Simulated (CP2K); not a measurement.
## GeW under changes of volume

One of the cells (17.126 Å³/atom); the others are scaled copies at fixed shape and fractional positions:

```xyz
2
Lattice="3.6453 0.0000 0.0000 1.8226 3.1569 0.0000 1.8226 1.0523 2.9764" Properties=species:S:1:pos:R:3 pbc="T T T"
Ge    3.6453    2.1046    1.4882
W     0.0000    0.0000    0.0000
```

The cell was built by a generator and needn't be a form met in nature.

```yaml
Program: CP2K 2026.2
Functional: PBE
Potentials_or_basis: POTENTIAL_UZH Ge GTH-PBE-q4, W GTH-PBE-q14; TZVP-MOLOPT-PBE-GTH basis
Density_cutoff: 6123 eV
k_mesh: 9 × 9 × 9
Occupations: fermi-dirac, width 0.05 eV
Spin: no spin polarisation
```

| volume (Å³/atom) | energy over the lowest point (meV/atom) | pressure (GPa) |
| --- | --- | --- |
| 16.098 | 41.96 | 13.0 |
| 16.441 | 19.14 | 8.5 |
| 16.783 | 5.47 | 4.4 |
| 17.126 | 0.00 | 0.8 |
| 17.468 | 1.90 | -2.5 |
| 17.811 | ? | ? |
| 18.153 | 24.86 | -8.0 |

Q: What does the run at 17.811 Å³/atom give?

A: Energy over the lowest point 10.41 meV/atom; pressure -5.4 GPa.

Worked out: A Birch-Murnaghan fit of order 3 (a polynomial in V^(-2/3)) to the other rows has its minimum at 17.20 Å³/atom with B0 = V·E''(V) = 169 GPa and B' = 4.4. It gives 10.42 meV/atom at 17.811 Å³/atom, against the run's 10.41, and -dE/dV = -5.4 GPa, against -5.4.

Energies are extrapolated to zero smearing.

Caveats: the basis of atomic orbitals isn't converged, which shifts pressures, moduli and gaps.
